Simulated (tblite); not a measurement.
# CH2Cl4F2: the cost of one run

Programs: tblite 0.8.0 and PySCF 2.14.0. All values are calculated, for the isolated system unless a continuum is named. Atoms count from 0, parts from 1.

## 1. The system as given

9 atoms, charge 0, multiplicity 1; geometry: rigid parts in contact. Parts: 1 = atoms 0–4, `ClC(Cl)(Cl)Cl`, charge 0; 2 = atoms 5–6, `F`, charge 0; 3 = atoms 7–8, `F`, charge 0.

## 2. Bringing the parts together with GFN2-xTB

What the job is given:

```
{"job": {"kind": "dock", "xc": "GFN2-xTB", "basis": "xTB"}, "charge": 0, "multiplicity": 1, "parts": [{"atoms": "0-4", "charge": 0, "multiplicity": 1}, {"atoms": "5-6", "charge": 0, "multiplicity": 1}, {"atoms": "7-8", "charge": 0, "multiplicity": 1}]}
Cl     1.316664    -1.156069    -0.079105
C     -0.003514    -0.000390     0.004259
Cl     0.648536     1.630488    -0.282533
Cl    -1.208040    -0.399300    -1.241087
Cl    -0.760614    -0.062591     1.610727
F      2.451886    -3.678109     1.503722
H      1.952133    -2.886629     1.425928
F      3.400470    -3.332099    -0.983932
H      3.431014    -3.808691    -0.177064
```

Method: GFN2-xTB search for minima from random contacts, gas phase.

Started as:

```console
$ OMP_NUM_THREADS=1 python cluster_run.py task.json out
```

This one command runs all jobs of the session in turn.

Q: Estimate the wall time of this first job on 1 thread of Intel Xeon Platinum 8375C at 2.90GHz, shared host.

About 3.3 s.
